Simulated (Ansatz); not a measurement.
Runs of Ansatz 0.2.0 on CsLiCr2Te2S3. Symmetry: Cm, No. 8, monoclinic system. Conventional cell: a = 6.843 Å, b = 10.361 Å, c = 7.978 Å, α = 90.00°, β = 111.21°, γ = 90.00°. Cs (site symmetry m) has 5 S at 3.58 to 3.92 Å and 1 Li at 4.01 Å as nearest neighbours. Li (site symmetry m) is surrounded by 3 S at 2.42 to 2.56 Å. Around Cr (site symmetry 1) lie 3 S at 2.20 to 2.25 Å and 1 Te at 2.51 Å. Te (site symmetry 1) has 1 Cr at 2.51 Å as nearest neighbours. Around S (site symmetry 1) lie 2 Cr at 2.24 to 2.25 Å and 1 Li at 2.56 Å. S (site symmetry m) is surrounded by 2 Cr at 2.20 Å and 1 Li at 2.42 Å. The cell was built by a generator and needn't be a form met in nature.

```tsv
task	level	potentials or basis	cutoff (eV)	points for each segment of the path	gap on the mesh (eV)	pressure (GPa)	moment (μB)	largest force (eV/Å)
projected density of states	PBE	Ansatz PAW	420	-	none	0.0	4.01	0.02
single point	PBE	Ansatz NC with PseudoDojo standard (PBE files)	1279	-	none	0.0	4.01	0.02
band structure	RPBE	Ansatz PAW	420	10	none	1.7	4.01	(a)
electron localisation function	PBE	Ansatz PAW	420	-	none	0.0	4.01	0.02
band structure	PBE	Ansatz PAW	420	10	none	0.0	4.01	0.02
```

Alike in all rows: spin collinear, ferromagnetic start; cell as given; k mesh 5 × 5 × 4; smearing fermi-dirac 0.05 eV.

Task: Fill in the values left out.

Result: (a) 0.18.

Caveats: only a ferromagnetic start was run, and an antiferromagnetic order may lie lower in energy; spin-orbit coupling is left out, which moves the levels of the heavy elements (some runs); the PAW data sets come from PBE, with cores solved anew for the run's functional, which leaves a small shift of forces and pressure (some runs).

A k mesh can miss the band edges, and the runs leave out spin-orbit coupling on Cs, Te.

A gap of «none» marks a metal or a gap under the smearing width.
